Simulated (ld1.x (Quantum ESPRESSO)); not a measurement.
**Co: generating and testing a TM potential**

Task: generate the file, and judge it by its errors in other configurations, its logarithmic derivatives, its ghosts and its cutoff.

The numbers are computed with ld1.x (Quantum ESPRESSO) 7.5 (PBE, scalar-relativistic, spin-unpolarised reference atom).

### 1 The design

The settings as typed:

```json
{
  "element": "cobalt (Co, Z = 27)",
  "type": "norm-conserving Troullier–Martins (Kleinman–Bylander form)",
  "frozen core": "[Ar]",
  "valence charge": "9",
  "reference configuration": "3d7 4s0 4p0 (charge +2)",
  "partial waves": "4s (bound, empty): rc 1.55 bohr; 4p (bound, empty): rc 2.50 bohr; 3d (bound): rc 1.05 bohr",
  "local potential": "the d channel",
  "core correction": "a·sin(br)/r model core, default radius (core density twice the valence density)"
}
```

The nodes and maxima of the atom's own shells, from an earlier all-electron run, set the scale for the radii.

All-electron outer shells of the reference configuration (PBE, scalar-relativistic, ld1.x):

| shell | level (eV) | outermost node (bohr) | outermost maximum (bohr) |
| --- | --- | --- | --- |
| 3p | -84.73 | 0.28 | 0.68 |
| 3d | -27.06 | – | 0.66 |
| 4s | -20.94 | 0.95 | 2.10 |
| 4p | -14.67 | 1.03 | 2.50 |
| 4f | -3.71 | – | 6.63 |

### 2 Generation

Co.in reads:

```
 &input
   title='Co', zed=27., rel=1, dft='PBE', iswitch=3,
   config='[Ar] 3d7 4s0 4p0',
   nld=3, rlderiv=2.70, eminld=-4.0, emaxld=5.0, deld=0.02
 /
 &inputp
   pseudotype=2, tm=.true., lloc=2,
   nlcc=.true.,
   file_pseudopw='Co.UPF', file_wfcaegen='ae.wfc', file_wfcncgen='nc.wfc', file_beta='beta', file_chi='chi'
 /
3
4S  1  0   0.00   0.00  1.55  1.55  0.0
4P  2  1   0.00   0.00  2.50  2.50  0.0
3D  3  2   7.00   0.00  1.05  1.05  0.0
 &test
   configts(1)='3d7 4s0 4p0'
 /
```

Run with:

```console
$ ld1.x < Co.in > Co.out
```

Output in Co.out (without the banner and most projector matrices):

```text
     Program LD1 v.7.5
     --------------------------- All-electron run ----------------------------

     Co
     scalar relativistic calculation

     atomic number is 27.00
     dft =PBE   lsd =0 sic =0 latt =0  beta=0.20 tr2=1.0E-14
     Exchange-correlation= PBE
                           (   1   4   3   4   0   0   0)
     mesh =1193 r(mesh) =  99.89935 a.u. xmin = -7.00 dx = 0.01250
     1 Ry =  13.60569312 eV, c = 137.03599908

     n l     nl                  e(Ry)          e(Ha)          e(eV)
     1 0     1S 1( 2.00)      -559.4993      -279.7496     -7612.3754
     2 0     2S 1( 2.00)       -67.4564       -33.7282      -917.7911
     2 1     2P 1( 6.00)       -57.9735       -28.9867      -788.7695
     3 0     3S 1( 2.00)        -8.9286        -4.4643      -121.4802
     3 1     3P 1( 6.00)        -6.2277        -3.1138       -84.7321
     3 2     3D 1( 7.00)        -1.9892        -0.9946       -27.0639
     4 0     4S 1( 0.00)        -1.5387        -0.7693       -20.9350
     4 1     4P 1( 0.00)        -1.0784        -0.5392       -14.6725

     final scf error:  3.8E-15 reached in  30 iterations

     Etot =   -2784.397424 Ry,   -1392.198712 Ha,  -37883.656885 eV

     Ekin =    2820.406555 Ry,    1410.203278 Ha,   38373.586070 eV
     Encl =   -6635.590034 Ry,   -3317.795017 Ha,  -90281.801688 eV
     Eh   =    1148.620676 Ry,     574.310338 Ha,   15627.780431 eV
     Exc  =    -117.834621 Ry,     -58.917311 Ha,   -1603.221697 eV

     normalization and overlap integrals

     s(1S/1S) =  1.000000  <r> =   0.0562  <r2> =    0.0042  r(max) =   0.0366
     s(2S/2S) =  1.000000  <r> =   0.2554  <r2> =    0.0770  r(max) =   0.2131
     s(2P/2P) =  1.000000  <r> =   0.2249  <r2> =    0.0621  r(max) =   0.1723
     s(3S/3S) =  1.000000  <r> =   0.7743  <r2> =    0.6924  r(max) =   0.6731
     s(3P/3P) =  1.000000  <r> =   0.8164  <r2> =    0.7864  r(max) =   0.6816
     s(3D/3D) =  1.000000  <r> =   1.0215  <r2> =    1.3599  r(max) =   0.6648
     s(4S/4S) =  1.000000  <r> =   2.4230  <r2> =    6.6619  r(max) =   2.0994
     s(4P/4P) =  1.000000  <r> =   2.9038  <r2> =    9.6026  r(max) =   2.5009

     ------------------------ End of All-electron run ------------------------

     --------------------- Generating NC pseudopotential ---------------------

      Generating local pot.: lloc=2, matching radius rcloc =   1.0500

      Computing core charge for nlcc:

       r > 0.44 : true rho core
       r < 0.44 : rho core = a sin(br)/r    a=  24.66  b=   4.64

      Integrated core pseudo-charge :   9.74

      Wfc   4S  rcut= 1.536  Using Troullier-Martins method

      Wfc   4P  rcut= 2.470  Using Troullier-Martins method

     ------------------- End of pseudopotential generation -------------------

     [... the all-electron block is printed once more ...]


     Computing logarithmic derivative in   2.71267
     Computing logarithmic derivative in   2.71267
     Computing the partial wave expansion
     R is outside the sphere for l=    0 j= 0.00
     R is outside the sphere for l=    1 j= 0.00
       no projector for channel:   2

     ---------------------- Testing the pseudopotential ----------------------

     Co
     scalar relativistic calculation

     atomic number is 27.00   valence charge is  9.00
     dft =PBE   lsd =0 sic =0 latt =0  beta=0.20 tr2=1.0E-14
     mesh =1193 r(mesh) =  99.89935 xmin = -7.00 dx = 0.01250

     n l     nl             e AE (Ry)        e PS (Ry)    De AE-PS (Ry)
     3 2     3D   1( 7.00)       -1.98916       -1.98916        0.00000
     1 0     4S   1( 0.00)       -1.53869       -1.53869       -0.00001
     2 1     4P   1( 0.00)       -1.07841       -1.07841        0.00000

     eps = 5.8E-16  iter = 14

     Etot =   -2784.397424 Ry,   -1392.198712 Ha,  -37883.656885 eV
     Etotps =   -76.533039 Ry,     -38.266520 Ha,   -1041.285043 eV

     Ekin =     102.590787 Ry,      51.295394 Ha,    1395.818767 eV
     Encl =    -188.794784 Ry,     -94.397392 Ha,   -2568.683900 eV
     Ehrt =      44.299422 Ry,      22.149711 Ha,     602.724339 eV
     Ecxc =     -34.628464 Ry,     -17.314232 Ha,    -471.144248 eV
     (Ecc =     -19.490565 Ry,      -9.745283 Ha,    -265.182647 eV)

     ---------------------- End of pseudopotential test ----------------------
```

Run time: 1.1 s. Hardware: 1 thread of Neoverse-V2, shared host. (Generation and the later configuration tests together.)

Partial waves on a coarse radial grid (AE all-electron, PS pseudo):

| r (bohr) | 3d AE | 3d PS | 4s AE | 4s PS |
| --- | --- | --- | --- | --- |
| 0.125 | 0.1338 | 0.0451 | 0.1595 | 0.0713 |
| 0.250 | 0.4591 | 0.2879 | 0.1173 | 0.1326 |
| 0.375 | 0.7384 | 0.6645 | -0.1498 | 0.1760 |
| 0.500 | 0.9023 | 0.9429 | -0.3151 | 0.1992 |
| 0.625 | 0.9642 | 1.0229 | -0.3302 | 0.2071 |
| 0.750 | 0.9574 | 0.9829 | -0.2402 | 0.2097 |
| 0.875 | 0.9118 | 0.9154 | -0.0976 | 0.2185 |
| 1.000 | 0.8474 | 0.8474 | 0.0609 | 0.2436 |
| 1.125 | 0.7758 | 0.7758 | 0.2136 | 0.2933 |
| 1.250 | 0.7035 | 0.7035 | 0.3494 | 0.3706 |
| 1.375 | 0.6338 | 0.6338 | 0.4634 | 0.4653 |
| 1.500 | 0.5683 | 0.5683 | 0.5545 | 0.5545 |
| 1.625 | 0.5078 | 0.5078 | 0.6235 | 0.6235 |
| 1.750 | 0.4525 | 0.4525 | 0.6725 | 0.6725 |
| 1.875 | 0.4022 | 0.4022 | 0.7037 | 0.7037 |
| 2.000 | 0.3568 | 0.3568 | 0.7197 | 0.7197 |
| 2.125 | 0.3160 | 0.3160 | 0.7229 | 0.7229 |
| 2.250 | 0.2794 | 0.2794 | 0.7156 | 0.7156 |
| 2.375 | 0.2466 | 0.2466 | 0.7000 | 0.7000 |
| 2.500 | 0.2173 | 0.2173 | 0.6778 | 0.6778 |
| 2.625 | 0.1913 | 0.1913 | 0.6505 | 0.6505 |
| 2.750 | 0.1682 | 0.1682 | 0.6197 | 0.6197 |
| 2.875 | 0.1476 | 0.1476 | 0.5863 | 0.5863 |
| 3.000 | 0.1294 | 0.1294 | 0.5514 | 0.5514 |
| 3.125 | 0.1133 | 0.1133 | 0.5159 | 0.5159 |
| 3.250 | 0.0990 | 0.0990 | 0.4802 | 0.4802 |

### 3 Testing the new file in other configurations

Co.test.in reads:

```
 &input
   title='Co', zed=27., rel=1, dft='PBE', iswitch=2,
   config='[Ar] 3d7 4s0 4p0'
 /
 &test
   file_pseudo='Co.UPF', nconf=8,
   configts(1)='3d7 4s0 4p0',
   configts(2)='3d7 4s2 4p0',
   configts(3)='3d7 4s1 4p0',
   configts(4)='3d6 4s0 4p0',
   configts(5)='3d7 4s0 4p1',
   configts(6)='3d8 4s0 4p0',
   configts(7)='3d7 4s1 4p1',
   configts(8)='3d7 4s1.5 4p0'
 /
```

Run with:

```console
$ ld1.x < Co.test.in > Co.test.out
```

Co.test.out, the pseudopotential blocks, each with the warnings that came before it:

```text
     ---------------------- Testing the pseudopotential ----------------------

     Co
     scalar relativistic calculation

     atomic number is 27.00   valence charge is  9.00
     dft =PBE   lsd =0 sic =0 latt =0  beta=0.20 tr2=1.0E-14
     mesh =1193 r(mesh) =  99.89935 xmin = -7.00 dx = 0.01250

     n l     nl             e AE (Ry)        e PS (Ry)    De AE-PS (Ry)
     3 2     3D   1( 7.00)       -1.98916       -1.98916        0.00000
     1 0     4S   1( 0.00)       -1.53869       -1.53869       -0.00001
     2 1     4P   1( 0.00)       -1.07841       -1.07841        0.00000

     eps = 5.6E-16  iter = 14

     Etot =   -2784.397424 Ry,   -1392.198712 Ha,  -37883.656885 eV
     Etotps =   -76.533039 Ry,     -38.266520 Ha,   -1041.285043 eV

     Ekin =     102.590787 Ry,      51.295394 Ha,    1395.818767 eV
     Encl =    -188.794784 Ry,     -94.397392 Ha,   -2568.683900 eV
     Ehrt =      44.299422 Ry,      22.149711 Ha,     602.724339 eV
     Ecxc =     -34.628464 Ry,     -17.314232 Ha,    -471.144248 eV
     (Ecc =     -19.490565 Ry,      -9.745283 Ha,    -265.182647 eV)

     ---------------------- End of pseudopotential test ----------------------

     ---------------------- Testing the pseudopotential ----------------------

     Co
     scalar relativistic calculation

     atomic number is 27.00   valence charge is  9.00
     dft =PBE   lsd =0 sic =0 latt =0  beta=0.20 tr2=1.0E-14
     mesh =1193 r(mesh) =  99.89935 xmin = -7.00 dx = 0.01250

     n l     nl             e AE (Ry)        e PS (Ry)    De AE-PS (Ry)
     3 2     3D   1( 7.00)       -0.60298       -0.61077        0.00779  !
     1 0     4S   1( 2.00)       -0.40202       -0.40193       -0.00008
     2 1     4P   1( 0.00)       -0.09383       -0.09377       -0.00006

     eps = 2.5E-15  iter = 17

     Etot =   -2786.294851 Ry,   -1393.147426 Ha,  -37909.472698 eV
     Etotps =   -78.429998 Ry,     -39.214999 Ha,   -1067.094479 eV
     dEtot_ae =      -1.897427 Ry
     dEtot_ps =      -1.896959 Ry,   Delta E=      -0.000469 Ry

     Ekin =     100.681706 Ry,      50.340853 Ha,    1369.844396 eV
     Encl =    -200.412116 Ry,    -100.206058 Ha,   -2726.745745 eV
     Ehrt =      55.282115 Ry,      27.641057 Ha,     752.151491 eV
     Ecxc =     -35.354479 Ry,     -17.677240 Ha,    -481.022197 eV
     (Ecc =     -19.490565 Ry,      -9.745283 Ha,    -265.182647 eV)
     Epseu=       1.372776 Ry,       0.686388 Ha,      18.677576 eV

     ---------------------- End of pseudopotential test ----------------------

     ---------------------- Testing the pseudopotential ----------------------

     Co
     scalar relativistic calculation

     atomic number is 27.00   valence charge is  9.00
     dft =PBE   lsd =0 sic =0 latt =0  beta=0.20 tr2=1.0E-14
     mesh =1193 r(mesh) =  99.89935 xmin = -7.00 dx = 0.01250

     n l     nl             e AE (Ry)        e PS (Ry)    De AE-PS (Ry)
     3 2     3D   1( 7.00)       -1.24646       -1.25010        0.00364
     1 0     4S   1( 1.00)       -0.93803       -0.93759       -0.00044
     2 1     4P   1( 0.00)       -0.54886       -0.54844       -0.00042

     eps = 5.3E-15  iter = 17

     Etot =   -2785.631149 Ry,   -1392.815574 Ha,  -37900.442564 eV
     Etotps =   -77.766493 Ry,     -38.883246 Ha,   -1058.067033 eV
     dEtot_ae =      -1.233725 Ry
     dEtot_ps =      -1.233454 Ry,   Delta E=      -0.000271 Ry

     Ekin =     101.467320 Ry,      50.733660 Ha,    1380.533212 eV
     Encl =    -195.024487 Ry,     -97.512243 Ha,   -2653.443318 eV
     Ehrt =      49.883713 Ry,      24.941857 Ha,     678.702496 eV
     Ecxc =     -34.999883 Ry,     -17.499942 Ha,    -476.197671 eV
     (Ecc =     -19.490565 Ry,      -9.745283 Ha,    -265.182647 eV)
     Epseu=       0.906844 Ry,       0.453422 Ha,      12.338247 eV

     ---------------------- End of pseudopotential test ----------------------

     Warning: n=2, l=1 expected 0 nodes, found 1
     ---------------------- Testing the pseudopotential ----------------------

     Co
     scalar relativistic calculation

     atomic number is 27.00   valence charge is  9.00
     dft =PBE   lsd =0 sic =0 latt =0  beta=0.20 tr2=1.0E-14
     mesh =1193 r(mesh) =  99.89935 xmin = -7.00 dx = 0.01250

     n l     nl             e AE (Ry)        e PS (Ry)    De AE-PS (Ry)
     3 2     3D   1( 6.00)       -3.31966       -3.36628        0.04662  !
     1 0     4S   1( 0.00)       -2.38146       -2.39292        0.01146  !
     2 1     4P   1( 0.00)       -1.82341       -2.00216        0.17874  !

     eps = 9.0E-15  iter = 17

     Etot =   -2781.761040 Ry,   -1390.880520 Ha,  -37847.787048 eV
     Etotps =   -73.876802 Ry,     -36.938401 Ha,   -1005.145091 eV
     dEtot_ae =       2.636384 Ry
     dEtot_ps =       2.656237 Ry,   Delta E=      -0.019853 Ry

     Ekin =      96.892893 Ry,      48.446447 Ha,    1318.294973 eV
     Encl =    -172.699137 Ry,     -86.349568 Ha,   -2349.691456 eV
     Ehrt =      35.157694 Ry,      17.578847 Ha,     478.344800 eV
     Ecxc =     -33.228253 Ry,     -16.614126 Ha,    -452.093407 eV
     (Ecc =     -19.490565 Ry,      -9.745283 Ha,    -265.182647 eV)

     ---------------------- End of pseudopotential test ----------------------

     ---------------------- Testing the pseudopotential ----------------------

     Co
     scalar relativistic calculation

     atomic number is 27.00   valence charge is  9.00
     dft =PBE   lsd =0 sic =0 latt =0  beta=0.20 tr2=1.0E-14
     mesh =1193 r(mesh) =  99.89935 xmin = -7.00 dx = 0.01250

     n l     nl             e AE (Ry)        e PS (Ry)    De AE-PS (Ry)
     3 2     3D   1( 7.00)       -1.35700       -1.36316        0.00616  !
     1 0     4S   1( 0.00)       -1.00643       -1.00604       -0.00040
     2 1     4P   1( 1.00)       -0.60637       -0.60592       -0.00045

     eps = 1.7E-15  iter = 17

     Etot =   -2785.236570 Ry,   -1392.618285 Ha,  -37895.074046 eV
     Etotps =   -77.371879 Ry,     -38.685939 Ha,   -1052.698041 eV
     dEtot_ae =      -0.839146 Ry
     dEtot_ps =      -0.838840 Ry,   Delta E=      -0.000306 Ry

     Ekin =     102.332208 Ry,      51.166104 Ha,    1392.300625 eV
     Encl =    -194.027882 Ry,     -97.013941 Ha,   -2639.883814 eV
     Ehrt =      48.999914 Ry,      24.499957 Ha,     666.677791 eV
     Ecxc =     -34.906849 Ry,     -17.453424 Ha,    -474.931872 eV
     (Ecc =     -19.490565 Ry,      -9.745283 Ha,    -265.182647 eV)
     Epseu=       0.230729 Ry,       0.115365 Ha,       3.139229 eV

     ---------------------- End of pseudopotential test ----------------------

     ---------------------- Testing the pseudopotential ----------------------

     Co
     scalar relativistic calculation

     atomic number is 27.00   valence charge is  9.00
     dft =PBE   lsd =0 sic =0 latt =0  beta=0.20 tr2=1.0E-14
     mesh =1193 r(mesh) =  99.89935 xmin = -7.00 dx = 0.01250

     n l     nl             e AE (Ry)        e PS (Ry)    De AE-PS (Ry)
     3 2     3D   1( 8.00)       -0.89978       -0.89061       -0.00917  !
     1 0     4S   1( 0.00)       -0.82023       -0.82573        0.00550  !
     2 1     4P   1( 0.00)       -0.46842       -0.47403        0.00561  !

     eps = 7.2E-15  iter = 14

     Etot =   -2785.819239 Ry,   -1392.909620 Ha,  -37903.001666 eV
     Etotps =   -77.947813 Ry,     -38.973907 Ha,   -1060.534029 eV
     dEtot_ae =      -1.421815 Ry
     dEtot_ps =      -1.414774 Ry,   Delta E=      -0.007041 Ry

     Ekin =     105.537827 Ry,      52.768914 Ha,    1435.915293 eV
     Encl =    -200.564879 Ry,    -100.282439 Ha,   -2728.824189 eV
     Ehrt =      52.702767 Ry,      26.351383 Ha,     717.057674 eV
     Ecxc =     -35.623529 Ry,     -17.811765 Ha,    -484.682807 eV
     (Ecc =     -19.490565 Ry,      -9.745283 Ha,    -265.182647 eV)

     ---------------------- End of pseudopotential test ----------------------

     ---------------------- Testing the pseudopotential ----------------------

     Co
     scalar relativistic calculation

     atomic number is 27.00   valence charge is  9.00
     dft =PBE   lsd =0 sic =0 latt =0  beta=0.20 tr2=1.0E-14
     mesh =1193 r(mesh) =  99.89935 xmin = -7.00 dx = 0.01250

     n l     nl             e AE (Ry)        e PS (Ry)    De AE-PS (Ry)
     3 2     3D   1( 7.00)       -0.73593       -0.74402        0.00809  !
     1 0     4S   1( 1.00)       -0.48673       -0.48669       -0.00004
     2 1     4P   1( 1.00)       -0.15575       -0.15573       -0.00002

     eps = 7.0E-15  iter = 20

     Etot =   -2785.975082 Ry,   -1392.987541 Ha,  -37905.122020 eV
     Etotps =   -78.110222 Ry,     -39.055111 Ha,   -1062.743716 eV
     dEtot_ae =      -1.577658 Ry
     dEtot_ps =      -1.577183 Ry,   Delta E=      -0.000475 Ry

     Ekin =     101.436681 Ry,      50.718340 Ha,    1380.116350 eV
     Encl =    -199.337708 Ry,     -99.668854 Ha,   -2712.127679 eV
     Ehrt =      54.151875 Ry,      27.075937 Ha,     736.773793 eV
     Ecxc =     -35.252758 Ry,     -17.626379 Ha,    -479.638202 eV
     (Ecc =     -19.490565 Ry,      -9.745283 Ha,    -265.182647 eV)
     Epseu=       0.891687 Ry,       0.445844 Ha,      12.132022 eV

     ---------------------- End of pseudopotential test ----------------------

     ---------------------- Testing the pseudopotential ----------------------

     Co
     scalar relativistic calculation

     atomic number is 27.00   valence charge is  9.00
     dft =PBE   lsd =0 sic =0 latt =0  beta=0.20 tr2=1.0E-14
     mesh =1193 r(mesh) =  99.89935 xmin = -7.00 dx = 0.01250

     n l     nl             e AE (Ry)        e PS (Ry)    De AE-PS (Ry)
     3 2     3D   1( 7.00)       -0.91071       -0.91660        0.00589  !
     1 0     4S   1( 1.50)       -0.66067       -0.66040       -0.00027
     2 1     4P   1( 0.00)       -0.30907       -0.30880       -0.00027

     eps = 4.3E-15  iter = 14

     Etot =   -2786.030079 Ry,   -1393.015039 Ha,  -37905.870282 eV
     Etotps =   -78.165285 Ry,     -39.082643 Ha,   -1063.492882 eV
     dEtot_ae =      -1.632655 Ry
     dEtot_ps =      -1.632246 Ry,   Delta E=      -0.000409 Ry

     Ekin =     101.032151 Ry,      50.516076 Ha,    1374.612446 eV
     Encl =    -197.830204 Ry,     -98.915102 Ha,   -2691.617040 eV
     Ehrt =      52.627788 Ry,      26.313894 Ha,     716.037527 eV
     Ecxc =     -35.181085 Ry,     -17.590542 Ha,    -478.663040 eV
     (Ecc =     -19.490565 Ry,      -9.745283 Ha,    -265.182647 eV)
     Epseu=       1.186064 Ry,       0.593032 Ha,      16.137225 eV

     ---------------------- End of pseudopotential test ----------------------
```

The tests as a table, with energies relative to 3d7 4s0 4p0. A star marks tests that logged a warning.

```csv
valence configuration,charge,ΔE all-electron (eV),error AE − PS (meV)
3d7 4s2 4p0,0,-25.816,-6.4
3d7 4s1 4p0,+1,-16.786,-3.7
3d6 4s0 4p0 *,+3,35.870,-270
3d7 4s0 4p1,+1,-11.417,-4.2
3d8 4s0 4p0,+1,-19.345,-96
3d7 4s1 4p1,0,-21.465,-6.5
3d7 4s1.5 4p0,+0.5,-22.213,-5.6
```

### 4 Logarithmic derivatives

Taken from the files of the generation run. The phase is arctan(r·u′/u) with u = r·R, unwrapped, with energies in Ry. A pole is an energy at which the radial function vanishes at the test radius. The pseudo phase is shifted by a multiple of π to meet the all-electron one at the reference energy. Levels narrower than the energy grid can be missing from the poles. The last column is the largest difference on the grid between −1 and +1 Ry.

```tsv
channel	radius (bohr)	reference (Ry)	poles AE	poles PS	window around the reference with phases within 0.05 rad (Ry)	largest difference near zero (rad)
s	2.71	-1.54	-0.29	-0.39, 1.37	below 0.1	1.896
p	2.71	-1.08	0.68	0.58	below 1.6	0.018
d	2.71	-1.99	-1.92, 2.39	-1.92, 2.46	below 4.6	0.029
```

Phases (rad) along the scan:

| E (Ry) | s AE | s PS | p AE | p PS |
| --- | --- | --- | --- | --- |
| -4.00 | 1.307 | 1.306 | 1.333 | 1.331 |
| -3.52 | 1.265 | 1.264 | 1.305 | 1.303 |
| -3.04 | 1.196 | 1.194 | 1.265 | 1.263 |
| -2.56 | 1.057 | 1.053 | 1.201 | 1.199 |
| -2.08 | 0.641 | 0.635 | 1.083 | 1.080 |
| -1.60 | -0.675 | -0.676 | 0.792 | 0.789 |
| -1.12 | -1.310 | -1.313 | -0.160 | -0.160 |
| -0.64 | -1.498 | -1.510 | -1.099 | -1.102 |
| -0.16 | -1.593 | -1.622 | -1.388 | -1.395 |
| 0.32 | -1.659 | -1.757 | -1.513 | -1.524 |
| 0.80 | -1.720 | -3.615 | -1.588 | -1.606 |
| 1.28 | -1.790 | -4.685 | -1.646 | -1.677 |
| 1.76 | -1.892 | -4.792 | -1.702 | -1.760 |
| 2.24 | -2.089 | -4.864 | -1.767 | -1.901 |
| 2.72 | -2.622 | -4.946 | -1.863 | -2.311 |
| 3.20 | -3.721 | -5.073 | -2.044 | -3.762 |
| 3.68 | -4.252 | -5.347 | -2.548 | -4.375 |
| 4.16 | -4.444 | -6.149 | -3.700 | -4.543 |
| 4.64 | -4.538 | -7.127 | -4.259 | -4.622 |

### 5 Plane-wave convergence, by spherical Bessel functions

A separate test, outside the generator: the pseudo-atom's Hamiltonian at the reference potential is diagonalised in spherical Bessel functions j_l(qr) that vanish at 20 bohr, with q² up to the cutoff.

All-electron valence levels (Ry): 4s -1.5387, 4p -1.0784, 3d -1.9892. The lowest levels of each channel (Ry) by cutoff; the last column sums, over occupied levels, occupation times the distance from the level at 400 Ry. A positive value at high cutoff is not a bound level.

| cutoff (Ry) | s #1 | s #2 | p #1 | p #2 | d #1 | f #1 | Σ f·Δε (mRy) |
| --- | --- | --- | --- | --- | --- | --- | --- |
| 8 | -1.6913 | -0.5869 | -1.0761 | -0.4325 | -0.6899 | -0.2720 | 9094.8 |
| 25 | -11.5018 | -1.5203 | -2.7928 | -1.0784 | -0.8175 | -0.2722 | 8201.8 |
| 50 | -17.8538 | -1.5371 | -9.3877 | -1.0784 | -1.0828 | -0.2722 | 6344.4 |
| 100 | -19.9078 | -1.5384 | -13.4296 | -1.0784 | -1.7703 | -0.2722 | 1531.7 |
| 180 | -20.0909 | -1.5387 | -13.8195 | -1.0784 | -1.9879 | -0.2722 | 8.9 |
| 300 | -20.0938 | -1.5387 | -13.8219 | -1.0784 | -1.9891 | -0.2722 | 0.6 |
| 400 | -20.0939 | -1.5387 | -13.8223 | -1.0784 | -1.9891 | -0.2722 | 0.0 |

The sum stays within 10 mRy from 180 Ry and within 1 mRy from 300 Ry. The sum leaves out empty levels, which can need more. Ghost test: ghost states, bound below the all-electron valence or empty levels of the same l: s at -273.4 eV, p at -188.1 eV.

### 6 Outcome

| quantity | value |
| --- | --- |
| cutoffs for 10 and 1 mRy, occupied levels | 180 Ry and 300 Ry |
| bound ghosts | s at -273.39 eV, p at -188.06 eV |
| largest test error (AE − PS) | -270 meV, for 3d6 4s0 4p0 (this test logged a warning) |
| largest phase difference near zero energy, channels read | 1.896 rad |

**Reading.** It has a bound ghost (s, p), a state that the atom doesn't have, and that rules the file out. By total energies transferability is poor: the largest error is 270 meV on 35.9 eV, for 3d6 4s0 4p0. The potential is very hard: the looser tolerance needs 180 Ry. Near zero energy the largest phase difference among the channels read is 1.90 rad, in the s channel. The pseudo curves have a pole with no partner nearby in the atom's: s at 1.37 Ry. At positive energy that is a spurious or a displaced resonance. All of this concerns the isolated atom, not yet a solid.
